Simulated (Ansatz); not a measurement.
# Co (Co, dhcp): the cost of one run

Program: Ansatz 0.2.0. Level of theory: DFT BLYP, plane waves (420 eV) with PAW, scalar-relativistic; the PAW data stem from PBE, with regenerated cores. These are calculated values, not measurements.

**1. The system as given**

It takes space group P6_3/mmc (No. 194, hexagonal). Conventional cell: a = 2.502 Å, b = 2.502 Å, c = 8.171 Å, α = 90.00°, β = 90.00°, γ = 120.00°. Co (site symmetry -3m) is surrounded by 12 Co at 2.50 Å. Co (site symmetry -6m2) has 12 Co at 2.50 Å as nearest neighbours.

Coordinates:

```
Co
1.0
     2.50188    0.00000    0.00000
    -1.25094    2.16670    0.00000
     0.00000    0.00000    8.17115
Co
4
Direct
  0.00000 0.00000 0.00000
  0.00000 0.00000 0.50000
  0.33333 0.66667 0.25000
  0.66667 0.33333 0.75000
```

**2. Geometry optimisation**

File input.yaml:

```yaml
crystal:
  lattice:
    - [2.5018845205, 0.0, 0.0]
    - [-1.2509422603, 2.1666955521, 0.0]
    - [0.0, 0.0, 8.1711548441]
  atoms:
    - { symbol: Co, position: [0.0, 0.0, 0.0] }
    - { symbol: Co, position: [0.0, 0.0, 0.5] }
    - { symbol: Co, position: [0.3333333333, 0.6666666667, 0.25] }
    - { symbol: Co, position: [0.6666666667, 0.3333333333, 0.75] }
hamiltonian:
  xc: blyp
  pseudopotentials:
    kind: paw
    azcp:
      Co: "pseudopotentials/Co.paw.azcp"
basis:
  ecutwfc: 420
  fft_grid_basis: typed
kpoints:
  mp_grid: { grid: [14, 14, 4], shift: [0, 0, 0] }
magnetization:
  spin_polarized: false
scf:
  occupations: { method: fermi_dirac, width: 0.1 }
relax:
  max_steps: 60
  f_tol: 0.01
  cell: {}
output:
  write_density: true
  write_potential: true
  elf: true
  volumetric_format: npy
```

Q: Estimate wall time and peak memory on 2 threads of an Arm CPU, shared host.

About 25 s, with a peak of 0.4 GiB.
